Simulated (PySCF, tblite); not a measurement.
# C₅H₉F₃SeSi: geometry, infrared bands and NMR shifts

What infrared bands and NMR shifts should C₅H₉F₃SeSi (`FC(F)(F)C[Se]/C=C\C[SiH3]`) show?

The runs use tblite 0.8.0 and PySCF 2.14.0, with density-fitted response routines of our own; the level of theory stands in each step. All values are computed, except where a source is named. Atoms count from 0, in the outputs and in this text.

**1. The molecule as given**

19 atoms, charge 0, multiplicity 1; geometry from: force field or distance geometry start.

Bonds of the start (Å): F0–C1 1.37, C1–F2 1.40, C1–F3 1.38, C1–C4 1.50, C4–Se5 1.94, Se5–C6 1.92, C6–C7 1.33, C7–C8 1.47, C8–Si9 1.87, C4–H10 1.10, C4–H11 1.12, C6–H12 1.09, C7–H13 1.09, C8–H14 1.09, C8–H15 1.11, Si9–H16 1.47, Si9–H17 1.47, Si9–H18 1.49.

**2. Optimising the geometry with GFN2-xTB**

The job: settings as JSON, then the geometry in Å.

```
{"job": {"kind": "relax", "xc": "GFN2-xTB", "basis": "xTB"}, "charge": 0, "multiplicity": 1}
F      3.538300     0.415500    -1.130800
C      3.553800     0.214300     0.226900
F      4.357400     1.170700     0.868400
F      4.110000    -1.022900     0.461600
C      2.208200     0.277800     0.885200
Se     0.945500    -1.026500     0.196100
C     -0.036200    -0.369600    -1.316600
C     -1.360600    -0.333500    -1.347200
C     -2.127500    -0.823400    -0.186400
Si    -3.229200     0.489700     0.564800
H      2.340300     0.092300     1.961700
H      1.812200     1.320800     0.801200
H      0.499800    -0.002800    -2.191500
H     -1.888200     0.038200    -2.228500
H     -1.423600    -1.168000     0.570700
H     -2.759600    -1.672800    -0.532100
H     -4.298000    -0.212400     1.294700
H     -3.840800     1.360800    -0.442300
H     -2.411500     1.261100     1.536700
```

Started as:

```sh
OMP_NUM_THREADS=1 python probes_run.py task.json out
```

One launch serves the whole session: the jobs run in the order shown.

**Question.** This job is followed by: GFN2-xTB harmonic vibrations, gas phase; GIAO PBE0/pcSseg-1 NMR shielding, non-relativistic, gas phase. Predict these results of the whole session: strongest single infrared mode (GFN2-xTB); zero-point energy (GFN2-xTB); 13C shifts against TMS (PBE0/pcSseg-1); 1H shifts against TMS (PBE0/pcSseg-1, means over atoms taken as alike); 19F shifts against CFCl3 (PBE0/pcSseg-1, means over atoms taken as alike); 77Se shifts against Me2Se (PBE0/pcSseg-1); 29Si shifts against TMS (PBE0/pcSseg-1).

**Answer**, as computed:

| quantity | value |
| --- | --- |
| strongest single infrared mode (GFN2-xTB) | 784 cm⁻¹, 346 km/mol |
| zero-point energy (GFN2-xTB) | 77.1 kcal/mol |
| 13C shifts against TMS (PBE0/pcSseg-1) | 135.4, 135.3, 135.2, 39.5, 17.4 ppm |
| 1H shifts against TMS (PBE0/pcSseg-1, means over atoms taken as alike) | 6.25, 5.87, 3.85, 3.00, 1.91 ppm |
| 19F shifts against CFCl3 (PBE0/pcSseg-1, means over atoms taken as alike) | -80.6 ppm |
| 77Se shifts against Me2Se (PBE0/pcSseg-1) | 214 ppm |
| 29Si shifts against TMS (PBE0/pcSseg-1) | -77.5 ppm |

What this shows: Relaxing lowered the energy by 0.673 eV in 157 steps; the close pair that moved most is C1–F2, from 1.404 to 1.347 Å. All 51 modes are real, so the xTB geometry is a minimum. The strongest single mode, at 784 cm⁻¹, is carried by H16, H17, Si9, H18. GFN2-xTB is a fitted tight-binding method: band positions and strengths are rough. Its intensities can rank the bands wrongly. At PBE0/pcSseg-1: Shielding is most anisotropic at Se5 (span 716 ppm, paramagnetic term -1457 ppm). Spin-orbit coupling is left out, which matters for shieldings and couplings at and beside the heavy atoms.
